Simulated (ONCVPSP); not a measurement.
# Fluorine: generating and testing an ONCV potential

Do these settings give a usable potential? It is generated, then checked for transferability, scattering, ghosts and hardness.

Method: ONCVPSP 4.0.1.1 (patched build), LDA (Perdew-Wang 92), scalar-relativistic.

### 1 The atom and the settings

Typed settings, in words:

* element: fluorine (F, Z = 9)
* type: optimised norm-conserving Vanderbilt (ONCV)
* frozen core: [He]
* valence charge: 7
* reference configuration: 2s2 2p5
* partial waves: 2s: rc 0.55 bohr, ncon 4, nbas 7, qcut 11.9 1/bohr, 2 projectors, debl 3.8 Ha; 2p: rc 1.70 bohr, ncon 3, nbas 8, qcut 9.6 1/bohr, 2 projectors, debl 0.5 Ha; d scattering state at 0.47 Ha: rc 1.45 bohr, ncon 5, nbas 9, qcut 7.3 1/bohr, 3 projectors, debl 0.5 Ha
* local potential: polynomial inside 0.35 bohr (lpopt 3, dvloc0 0 Ha)
* core correction: not asked for

An earlier all-electron run gives the scale for the radii.

All-electron outer shells of the reference configuration (LDA (PZ), scalar-relativistic, ld1.x):

```tsv
shell	level (eV)	outermost node (bohr)	outermost maximum (bohr)
1s	-658.96	–	0.12
2s	-29.65	0.24	0.77
2p	-11.29	–	0.71
```

### 2 Generation

File F.dat:

```
# ATOM AND REFERENCE CONFIGURATION
# atsym  z   nc   nv     iexc    psfile
  F 9.00    1    2  -001012      upf
#
#   n    l    f
    1    0    2.00
    2    0    2.00
    2    1    5.00
#
# PSEUDOPOTENTIAL AND OPTIMIZATION
# lmax
    2
#
#   l,   rc,      ep,       ncon, nbas, qcut
    0    0.55    0.00    4    7   11.90
    1    1.70    0.00    3    8    9.60
    2    1.45    0.47    5    9    7.30
#
# LOCAL POTENTIAL
# lloc, lpopt,  rc(5),   dvloc0
    4    3    0.35    0.00
#
# VANDERBILT-KLEINMAN-BYLANDER PROJECTORs
# l, nproj, debl
    0    2    3.80
    1    2    0.50
    2    3    0.50
#
# MODEL CORE CHARGE
# icmod, fcfact, rcfact
    0    0.00    0.00
#
# LOG DERIVATIVE ANALYSIS
# epsh1, epsh2, depsh
   -3.00    5.00    0.02
#
# OUTPUT GRID
# rlmax, drl
    6.00    0.01
#
# TEST CONFIGURATIONS
# ncnf
    4
# nvcnf
#   n    l    f
    2
    2    0    2.00
    2    1    4.00
#
    2
    2    0    2.00
    2    1    3.00
#
    2
    2    0    2.00
    2    1    2.00
#
    2
    2    0    2.00
    2    1    4.50
#
```

Started as:

```console
oncvpsp.x < F.dat > F.out
```

**Question.** What will these runs give? Wanted: cutoffs for 1 and 0.1 mHa per electron, occupied waves; bound ghosts; GHOST(+) flags; largest test error; largest phase difference near zero energy, channels read.

The runs gave:

| quantity | value |
| --- | --- |
| cutoffs for 1 and 0.1 mHa per electron, occupied waves | 263 Ha and 400 Ha |
| bound ghosts | s at -491.60 eV, d at -290.12 eV |
| GHOST(+) flags | none at low energy |
| largest test error (AE − PS) | +1875 meV, for 2s2 2p2 |
| largest phase difference near zero energy, channels read | 0.000 rad |

A bound ghost (s, d) makes it unfit for use: electrons can fall into a state that the atom doesn't have. The worst unpolarised test, 2s2 2p2, is off by 1875 meV on 118.8 eV; by total energies transferability rates as poor. That test lies far up in energy; among those under 40 eV, nearer to bonding, the largest error is 73 meV. The potential is very hard: the looser tolerance needs 263 Ha. At the looser tolerance the 2s wave is the slowest; 2p needs 28 Ha. Near zero energy the phases of the channels with partial waves agree within 0.001 rad.
